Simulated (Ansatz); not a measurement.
# TaTiNi3: the cost of one run

Method: DFT PBE, scalar-relativistic, plane waves, PAW, in Ansatz 0.2.0.

3 further runs of the same task are left out: 2 that didn't finish, 1 set aside as unsound or not needed.

## (1) The system as given

It takes space group Pm-3m (No. 221, cubic). Conventional cell: a = 3.802 Å, b = 3.802 Å, c = 3.802 Å, α = 90.00°, β = 90.00°, γ = 90.00°. Ti (site symmetry m-3m) is surrounded by 6 Ni at 1.90 Å. Ta (site symmetry m-3m) has 12 Ni at 2.69 Å as nearest neighbours. Ni (site symmetry 4/mmm) has 2 Ti at 1.90 Å as nearest neighbours.

Coordinates:

```cif
data_structure
_symmetry_space_group_name_H-M 'P 1'
_symmetry_Int_Tables_number 1
_cell_length_a 3.8018
_cell_length_b 3.8018
_cell_length_c 3.8018
_cell_angle_alpha 90.000
_cell_angle_beta 90.000
_cell_angle_gamma 90.000
_cell_volume 54.95
loop_
_atom_site_label
_atom_site_type_symbol
_atom_site_fract_x
_atom_site_fract_y
_atom_site_fract_z
_atom_site_occupancy
Ti1 Ti 0.00000 0.00000 0.00000 1
Ta1 Ta 0.50000 0.50000 0.50000 1
Ni1 Ni 0.50000 0.00000 0.00000 1
Ni2 Ni 0.00000 0.50000 0.00000 1
Ni3 Ni 0.00000 0.00000 0.50000 1
```

The cell is invented: species swapped into a database cell of DyRu3C (Pm-3m, No. 221), with Ta on the Dy sites, Ni on the Ru sites and Ti on the C sites. Lengths come from tabulated atomic sizes and are only a guess.

## (2) The guess as it stands, on a coarse mesh

input.yaml reads:

```yaml
crystal:
  lattice:
    - [3.80180389, 0.0, 0.0]
    - [0.0, 3.80180389, 0.0]
    - [0.0, 0.0, 3.80180389]
  atoms:
    - { symbol: Ti, position: [0.0, 0.0, 0.0] }
    - { symbol: Ta, position: [0.5, 0.5, 0.5] }
    - { symbol: Ni, position: [0.5, 0.0, 0.0], spin: 2.0 }
    - { symbol: Ni, position: [0.0, 0.5, 0.0], spin: -2.0 }
    - { symbol: Ni, position: [0.0, 0.0, 0.5], spin: -2.0 }
basis:
  ecutwfc: 420
kpoints:
  mp_grid: { grid: [4, 4, 4] }
hamiltonian:
  xc: pbe
scf:
  occupations: { method: gaussian, width: 0.1 }
  lower_state_search: "off"
output:
  forces: true
  stress: true
  eigenvalues: true
  populations: true
magnetization:
  spin_polarized: true
```

Command:

```
$ ansatz run input.yaml --threads 1 --pin off --max-ram 2560MiB --backend cpu --events-out ev --progress --plain --runs-dir out
```

What time and memory should one allow on 1 thread of Arm Neoverse V2, shared host?

About 14 s, with a peak of 0.41 GiB.
